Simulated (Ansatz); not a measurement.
# HfH₂ (triplet): the correlation ladder, def2-TZVPP

The task here is to estimate one member of a computed series from the others.

Computed with Ansatz 0.2.0, Gaussian basis. Level: def2-TZVPP, core rule «outside noble gas», up to 4 orbitals frozen.

To be run: UHF; CCSD(T) on ROHF; CCSD(T) on UHF; CCSDT(Q) on ROHF; CCSDT(Q) on UHF.

24 further runs of the same task are left out: 6 for a known fault of the program, 9 that didn't finish, 9 set aside as unsound or not needed. Runs told in other sessions of the task aren't counted.

## The system

The geometry is a PBE0/def2-TZVP stationary point (not a proven minimum) of the parent state, kept for this charge and spin. No spin-orbit coupling is included. Elements past krypton take def2 core potentials.

3 atoms, charge 0, spin multiplicity 3.

Atoms are counted from 1 here; the program's logs count them from 0.

Bond lengths: Hf1–H2 1.912 Å, Hf1–H3 1.912 Å. Angles: H2–Hf1–H3 180.0°.

Coordinates:

```
Hf    0.0000    0.0000    0.0000
H     0.0000    0.0000   -1.9118
H     0.0000    0.0000    1.9118
```

Set-up of the first run:

The input, in.yaml:

```yaml
crystal:
  periodic: [false, false, false]
  atoms:
    - {symbol: Hf, position_ang: [0.000000, 0.000000, 0.000000]}
    - {symbol: H, position_ang: [0.000000, 0.000000, -1.911800]}
    - {symbol: H, position_ang: [0.000000, 0.000000, 1.911800]}
basis:
  gaussian: {orbitals: def2-TZVPP}
magnetization: {spin_polarized: true, initial_magnetization: 2}
hamiltonian: {xc: hf}
output: {orbitals: {seedname: orbitals}}
```

Launch:

```bash
$ ansatz run in.yaml --threads 1 --pin off --events-out ev --progress --plain --max-ram 2393MiB
```

Steps of the session up to this table: UHF; CCSD(T) on ROHF; CCSD(T) on UHF; CCSDT(Q) on ROHF; CCSDT(Q) on UHF.

One of the session's tables, all rows but one given; the rest of the session is left out.

```
   method  from RCCSDT(Q) (kcal/mol)
     ROHF                     +61.13
      UHF                     +58.83
     RMP2                     +13.75
     UMP2                     +11.84
    RCCSD                      +1.64
    UCCSD                      -0.25
 RCCSD(T)                          ?
 UCCSD(T)                      -1.44
   RCCSDT                      +0.03
   UCCSDT                      -1.84
RCCSDT(Q)                          0
UCCSDT(Q)                      -1.87
```

**Question.** Estimate the row for RCCSD(T).

The run gave: from RCCSDT(Q) (kcal/mol): +0.43. In the column «from RCCSDT(Q) (kcal/mol)» it lies between RCCSDT (+0.03) and RCCSD (+1.64).

To keep in mind: Restricted and unrestricted rows rest on different reference determinants; a gap between their highest levels can come from leftover correlation error, from unlike frozen cores or from another state.
